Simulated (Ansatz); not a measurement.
# CH₅BS₂: a ladder of functionals and wavefunction methods

One table from this session's results is given with a row withheld; the runs are named, their logs left out.

The runs use Ansatz 0.2.0, Gaussian basis; functionals in def2-TZVPP, the program's frozen cores in correlated methods.

Plan: PBE-D4, r2SCAN-D4, PBE0-D4, B3LYP-D4, ωB97X-V, ωB97M-V, B2PLYP; CCSD(T)/def2-TZVPP; CCSD(T)/def2-QZVPP; extrapolation to the limit.

### The geometry

The geometry comes from an earlier relaxation with PBE0-D4 in a triple-zeta def2 set; it is a stationary point, not always the lowest conformer.

SMILES `CB(S)S`, 9 atoms, charge 0, spin multiplicity 1.

Atoms are counted from 1 here; the program's logs count them from 0.

Bond lengths: C1–B2 1.566 Å, C1–H5 1.095 Å, C1–H6 1.095 Å, C1–H7 1.092 Å, B2–S3 1.801 Å, B2–S4 1.798 Å, S3–H8 1.344 Å, S4–H9 1.344 Å. Angles: B2–C1–H5 110.3°, B2–C1–H6 110.3°, B2–C1–H7 113.4°, H5–C1–H6 106.6°, H5–C1–H7 108.0°, H6–C1–H7 108.0°, C1–B2–S3 122.9°, C1–B2–S4 118.4°, S3–B2–S4 118.7°, B2–S3–H8 97.4°, B2–S4–H9 99.2°.

Set-up of the first run:

File in.yaml:

```yaml
crystal:
  periodic: [false, false, false]
  atoms:
    - {symbol: C, position_ang: [-0.159190, 0.421720, 1.090207]}
    - {symbol: B, position_ang: [-0.090344, -0.035189, -0.406269]}
    - {symbol: S, position_ang: [1.139051, -1.202043, -1.016483]}
    - {symbol: S, position_ang: [-1.292841, 0.637316, -1.561745]}
    - {symbol: H, position_ang: [-0.299326, -0.443330, 1.746182]}
    - {symbol: H, position_ang: [0.784064, 0.890208, 1.388566]}
    - {symbol: H, position_ang: [-0.965157, 1.130229, 1.290309]}
    - {symbol: H, position_ang: [1.774100, -1.408444, 0.149484]}
    - {symbol: H, position_ang: [-0.890349, 0.009533, -2.680241]}
basis:
  gaussian: {orbitals: def2-TZVPP}
hamiltonian: {xc: pbe, dispersion: d4}
output: {forces: true, orbitals: {seedname: orbitals}}
```

The run is started by

```
ansatz run in.yaml --threads 2 --pin off --events-out ev --progress --plain --max-ram 32768MiB --backend cpu
```

Among the steps run: PBE-D4 (GGA); r2SCAN-D4 (meta-GGA); PBE0-D4 (hybrid); B3LYP-D4 (hybrid); ωB97X-V (range-separated); ωB97M-V (range-separated); B2PLYP (double hybrid); CCSD(T) in def2-TZVPP; CCSD(T) in def2-QZVPP.

One of the session's tables, all rows but one given; the rest of the session is left out.

It belongs to the step «Atomisation energies». 

```
            method  atomisation energy (kJ/mol)
            PBE-D4                       3285.1
         r2SCAN-D4                       3251.3
           PBE0-D4                       3244.5
          B3LYP-D4                       3218.4
           ωB97X-V                            ?
           ωB97M-V                       3244.5
            B2PLYP                       3180.1
     HF/def2-TZVPP                       2408.8
    MP2/def2-TZVPP                       3175.6
   CCSD/def2-TZVPP                       3083.4
CCSD(T)/def2-TZVPP                       3131.9
           MP2/CBS                       3253.8
       CCSD(T)/CBS                       3209.5
```

**Question.** Estimate the row for ωB97X-V.

As computed: atomisation energy (kJ/mol): 3234.2. In the column «atomisation energy (kJ/mol)» it lies between B3LYP-D4 (3218.4) and PBE0-D4 (3244.5).

To keep in mind: Free atoms (1 C, 1 B, 2 S, 5 H) were run apart at each level; the atomisation energy is their sum less the molecule, without zero-point or spin-orbit terms.
